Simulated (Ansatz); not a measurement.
# WCl4F2: the cost of one run

Method: DFT PBE, scalar-relativistic, plane waves, PAW, unless a step names another level, in Ansatz 0.2.0.

9 further runs of the same task are left out: 9 set aside as unsound or not needed.

## Step 1: Plan

Pauling electronegativities: W 2.36, Cl 3.16, F 3.98 (spread 1.62). The formula balances with common oxidation states: W +6, F -1, Cl -1. Tabulated atomic sizes suggest about 21 Å³/atom. 22 candidates were drawn, by swapping species into database cells of other compounds, at random by space group and Wyckoff sites, or by hand, as the table says:

```csv
name,made from,space group no.,Wyckoff sites,atoms (primitive cell),V (Å³/atom)
c01,database cell of Ta2AgS4,164,"W 1b; Cl 2d, 2d; F 2c",7,20.8
c02,database cell of Ce2ZnSb4,115,"W 1b; Cl 1c, 1d, 2g; F 2g",7,22.0
c03,"built by hand: alpha-WCl6, trans-F2 ordered",2,"W 1a; Cl 2i, 2i; F 2i",7,21.2
c04,database cell of Ga2NiS4,164,"W 1b; Cl 2d, 2d; F 2d",7,22.7
c05,database cell of La2ZnBi4,115,"W 1c; Cl 2g, 1b, 1a; F 2g",7,24.0
c06,"built by hand: bcc WF6-like, trans molecules",139,W 2a; Cl 8h; F 4e,7,21.2
c07,database cell of Ba2RuO4,139,"W 2a; Cl 4e, 4c; F 4e",7,19.5
c08,"built by hand: alpha-WCl6, cis-F2 ordered",1,"W 1a; Cl 1a, 1a, 1a, 1a; F 1a, 1a",7,21.2
c09,database cell of SrAg4Sb2,166,"W 3a; Cl 6c, 6c; F 6c",7,20.9
c10,database cell of Cs2PdCl4,123,W 1a; Cl 4j; F 2e,7,24.4
c11,database cell of NaNb2S4,156,"W 1b; Cl 1c, 1c, 1c, 1c; F 1a, 1b",7,21.7
c12,database cell of K2CuF4,65,"W 2a; Cl 2b, 2d, 4i; F 4j",7,18.2
c13,database cell of Li2MnBr4,139,"W 2b; Cl 4e, 4c; F 4d",7,21.5
c14,database cell of MgMn2S4,10,"W 1d; Cl 2n, 2m; F 1h, 1a",7,21.3
c15,database cell of Cu2GeS4,121,W 2b; Cl 8i; F 4d,7,22.4
c16,database cell of Nd2CuO4,139,"W 2a; Cl 4c, 4d; F 4e",7,19.9
c17,database cell of Nb2CuSe4,156,"W 1a; Cl 1a, 1c, 1c, 1a; F 1a, 1c",7,21.2
c18,database cell of MnCu2Cl4,38,"W 2a; Cl 4d, 2b, 2b; F 4e",7,22.1
c19,built by hand: Pnnm rotated trans molecules,58,"W 2a; Cl 4g, 4g; F 4e",14,21.2
c20,database cell of Cu2WS4,111,W 1a; Cl 4n; F 2e,7,26.0
c21,database cell of BaGa2Te4,97,W 2a; Cl 8j; F 4c,7,26.4
c22,"built by hand: bcc WF6-like, cis molecules",44,"W 2a; Cl 4c, 4d; F 4c",7,21.0
```

## Step 2: Screening run of c06

The input, input.yaml:

```yaml
crystal:
  lattice:
    - [-3.3, 3.3, 3.4]
    - [3.3, -3.3, 3.4]
    - [3.3, 3.3, -3.4]
  atoms:
    - { symbol: W, position: [0.0, 0.0, 0.0] }
    - { symbol: Cl, position: [0.757, 0.243, 0.0] }
    - { symbol: Cl, position: [0.757, 0.757, 0.514] }
    - { symbol: Cl, position: [0.243, 0.243, 0.486] }
    - { symbol: Cl, position: [0.243, 0.757, 0.0] }
    - { symbol: F, position: [0.728, 0.728, 0.0] }
    - { symbol: F, position: [0.272, 0.272, 0.0] }
basis:
  ecutwfc: 420
kpoints:
  mp_grid: { grid: [3, 3, 3] }
hamiltonian:
  xc: pbe
scf:
  occupations: { method: gaussian, width: 0.15 }
  lower_state_search: "off"
output:
  forces: true
  stress: true
  eigenvalues: true
relax:
  adjacent_minimum: "off"
  f_tol: 0.08
  max_steps: 16
  cell: { stress_tol: 0.8 }
```

Launch:

```
$ ansatz run input.yaml --threads 1 --pin off --max-ram 2560MiB --backend cpu --events-out ev --progress --plain --runs-dir out
```

**Question.** How long does this run take on 1 thread of AMD EPYC 9R45 (Zen 5), shared host, and how much memory does it need?

About 6 s, with a peak of 0.51 GiB.
